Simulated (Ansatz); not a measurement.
**CH₆GeTeZn: how energies converge with the basis set**

An exercise on one series of results from a longer session: the logs are not shown, and one member is left open.

Program: Ansatz 0.2.0, Gaussian basis. Level of theory: one geometry, several basis sets. These are calculated values, not measurements.

Levels to be run: PBE0-D4/def2-SVP; ωB97M-V/def2-SVP; PBE0-D4/def2-QZVPP; ωB97M-V/def2-QZVPP; the functionals' def2-TZVPP values are taken from earlier runs.

## Structure used throughout

All runs share one geometry, relaxed beforehand with PBE0-D4 in a triple-zeta def2 set. Te takes the def2 core potential; no spin-orbit term is included.

10 atoms, charge 0, spin multiplicity 1.

Atoms are counted from 1 here; the program's logs count them from 0.

Bond lengths: C1–Zn2 1.943 Å, C1–H5 1.092 Å, C1–H6 1.092 Å, C1–H7 1.092 Å, Zn2–Te3 2.487 Å, Te3–Ge4 2.559 Å, Ge4–H8 1.535 Å, Ge4–H9 1.538 Å, Ge4–H10 1.538 Å. Angles: Zn2–C1–H5 110.4°, Zn2–C1–H6 110.6°, Zn2–C1–H7 110.3°, H5–C1–H6 108.5°, H5–C1–H7 108.4°, H6–C1–H7 108.5°, C1–Zn2–Te3 179.9°, Zn2–Te3–Ge4 91.2°, Te3–Ge4–H8 106.5°, Te3–Ge4–H9 111.2°, Te3–Ge4–H10 111.2°, H8–Ge4–H9 109.5°, H8–Ge4–H10 109.5°, H9–Ge4–H10 108.9°.

As a file:

```mol
CH6GeTeZn
  3D, bonds by distance, orders not assigned

 10  9  0  0  0  0  0  0  0  0999 V2000
   -1.3803    2.1796    0.3868 C   0  0
    0.2099    1.0785    0.5737 Zn  0  0
    2.2428   -0.3327    0.8172 Te  0  0
    1.1525   -2.2296   -0.5098 Ge  0  0
   -1.4480    2.8944    1.2096 H   0  0
   -1.3552    2.7338   -0.5536 H   0  0
   -2.2766    1.5556    0.3983 H   0  0
    2.1577   -3.3903   -0.5199 H   0  0
   -0.1564   -2.6913    0.1532 H   0  0
    0.8534   -1.7980   -1.9554 H   0  0
  1  2  8  0
  2  3  8  0
  3  4  8  0
  1  5  8  0
  1  6  8  0
  1  7  8  0
  4  8  8  0
  4  9  8  0
  4 10  8  0
M  END
```

The first run:

The input, in.yaml:

```yaml
crystal:
  periodic: [false, false, false]
  atoms:
    - {symbol: C, position_ang: [-1.380277, 2.179567, 0.386765]}
    - {symbol: Zn, position_ang: [0.209947, 1.078484, 0.573682]}
    - {symbol: Te, position_ang: [2.242841, -0.332673, 0.817222]}
    - {symbol: Ge, position_ang: [1.152496, -2.229601, -0.509823]}
    - {symbol: H, position_ang: [-1.447963, 2.894399, 1.209595]}
    - {symbol: H, position_ang: [-1.355194, 2.733755, -0.553584]}
    - {symbol: H, position_ang: [-2.276552, 1.555572, 0.398263]}
    - {symbol: H, position_ang: [2.157707, -3.390289, -0.519924]}
    - {symbol: H, position_ang: [-0.156373, -2.691257, 0.153178]}
    - {symbol: H, position_ang: [0.853368, -1.797956, -1.955374]}
basis:
  gaussian: {orbitals: def2-SVP}
hamiltonian: {xc: pbe0, dispersion: d4}
output: {orbitals: {seedname: orbitals}}
```

Steps of the session up to this table: PBE0-D4 in def2-SVP; ωB97M-V in def2-SVP; PBE0-D4 in def2-QZVPP; ωB97M-V in def2-QZVPP.

One table of the session follows, with a row left open; its other results are not shown here.

It belongs to the step «Functionals by basis». 

| functional | basis | HOMO (eV) |
| --- | --- | --- |
| PBE0-D4 | def2-SVP | -6.18 |
| PBE0-D4 | def2-TZVPP | -6.30 |
| PBE0-D4 | def2-QZVPP | ? |
| ωB97M-V | def2-SVP | -8.18 |
| ωB97M-V | def2-TZVPP | -8.33 |
| ωB97M-V | def2-QZVPP | -8.34 |

**Question.** Estimate the row for PBE0-D4, def2-QZVPP.

**Answer.** HOMO (eV): -6.31. In the column «HOMO (eV)» it lies between ωB97M-V, def2-SVP (-8.18) and PBE0-D4, def2-TZVPP (-6.30).
